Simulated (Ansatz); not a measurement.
Predict the output of the script below (Ansatz 0.2.0 through its Python package).

The script, `br2.py`:
```python
'''Active-space calculation on Br2.'''

import ansatz as az

GEOMETRY = '''
Br    0.97312   -0.32544    0.49859
Br   -0.97312    0.32544   -0.49859
'''


def main() -> None:
    molecule = az.Crystal.molecule()
    for line in GEOMETRY.strip().splitlines():
        symbol, *xyz = line.split()
        molecule = molecule.atom(symbol, [float(v) for v in xyz])

    model = (
        molecule.calculation()
        .basis(gaussian='def2-SVP')
        .correlation(active_electrons=4, active_orbitals=4)
    )
    for method in [None]:
        data = (model if method is None else model.correlation(method)).run(threads=1).report
        space = data['configurations']
        state = space['states'][0]
        print(method or 'casscf', f'total {data["free_energy_ev"] / 27.211386246:.6f} Ha, active-space state {state["energy"]["hartree"]:.6f} Ha, mean field {data["reference_energy_ev"] / 27.211386246:.6f} Ha')
        print('  determinants', state['n_determinants'], ' natural occupations', [round(n, 3) for n in space['natural_occupations']])


if __name__ == '__main__':
    main()
```

```console
$ python br2.py
casscf total -5144.213480 Ha, active-space state -5144.213480 Ha, mean field -5144.184892 Ha
  determinants 36  natural occupations [1.989, 1.952, 0.05, 0.009]
```

What to keep in mind:
- The settings weren't tested for convergence.
- The geometry is a force-field or estimated start, not a minimum of this method, and the basis set is short of its limit. The active space starts as a window about the frontier orbitals and is then optimised, not chosen by chemistry.
- Finished in 8.1 s on 1 thread of Arm Neoverse V2, with other jobs on the host, peak memory 0.23 GiB.
